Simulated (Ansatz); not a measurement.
# BP: how the settings move a relaxation

Question: which choices in the input matter for BP?

Method: reference: DFT, LDA, PAW with Ansatz's default frozen-core files, scalar-relativistic; relaxation of cell and atoms, in Ansatz 0.2.0.

## 1. The structure to begin with

It takes space group F-43m (No. 216, cubic). The conventional cell has a = 4.538 Å, b = 4.538 Å, c = 4.538 Å, α = 90.00°, β = 90.00°, γ = 90.00°. B (site symmetry -43m) is surrounded by 4 P at 1.97 Å. Around P (site symmetry -43m) lie 4 B at 1.97 Å.

Coordinates:

```xyz
2
Lattice="0.0000 2.2690 2.2690 2.2690 0.0000 2.2690 2.2690 2.2690 0.0000" Properties=species:S:1:pos:R:3 pbc="T T T"
B     0.0000    0.0000    0.0000
P     3.4035    3.4035    3.4035
```

## 2. Reference

Input file input.yaml:

```yaml
crystal:
  lattice:
    - [0.0, 2.269, 2.269]
    - [2.269, 0.0, 2.269]
    - [2.269, 2.269, 0.0]
  atoms:
    - { symbol: B, position: [0.0, 0.0, 0.0] }
    - { symbol: P, position: [0.75, 0.75, 0.75] }
kpoints:
  mp_grid: { grid: [12, 12, 12] }
scf:
  occupations: { method: fermi_dirac, width: 0.05 }
hamiltonian:
  xc: lda
  pseudopotentials: { kind: paw }
relax:
  f_tol: 0.002
  max_steps: 80
  cell: {}
output:
  forces: true
  stress: true
```

The run is started by

```console
> ansatz run input.yaml --threads 1 --pin off --max-ram 3072MiB --backend cpu --events-out ev --progress --plain --runs-dir out
```

## 3. Changed: mp_grid.grid [8, 8, 8], occupations.method gaussian, occupations.width 0.15, chi_scale 0.3

Edit input.yaml of step 2 so:

```diff
@@ -9,5 +9,6 @@
 kpoints:
-  mp_grid: { grid: [12, 12, 12] }
+  mp_grid: { grid: [8, 8, 8] }
 scf:
-  occupations: { method: fermi_dirac, width: 0.05 }
+  occupations: { method: gaussian, width: 0.15 }
+  initial_density: { chi_scale: 0.3 }
 hamiltonian:
```

## 4. A run with other settings

Edit input.yaml of step 2 so:

```diff
@@ -9,5 +9,5 @@
 kpoints:
-  mp_grid: { grid: [12, 12, 12] }
+  mp_grid: { grid: [6, 6, 6] }
 scf:
-  occupations: { method: fermi_dirac, width: 0.05 }
+  occupations: { method: fixed }
 hamiltonian:
```

(Steps that only read results are left out.)

Before running it: what results should come out? Wanted: for each run, ending; energy change; pressure; gap; force.

As calculated:

```csv
run,ending,energy change,pressure (GPa),gap (eV),force (eV/Å),cycles,time
reference,converged,0,0.0,1.15,0.00,23,6.9 s
"1: mp_grid.grid [8, 8, 8], occupations.method gaussian, occupations.width 0.15, chi_scale 0.3",converged,+1.1 meV/atom (σ→0),0.0,1.18,0.00,-,3.4 s
"2: mp_grid.grid [6, 6, 6], occupations.method fixed",converged,+9.1 meV/atom (σ→0),0.0,1.24,0.00,23,2 s
```

Of the converged runs whose energies compare with the reference's, «mp_grid.grid [6, 6, 6], occupations.method fixed» moves the energy most (+9.1 meV/atom) and «mp_grid.grid [8, 8, 8], occupations.method gaussian, occupations.width 0.15, chi_scale 0.3» least (+1.1 meV/atom).
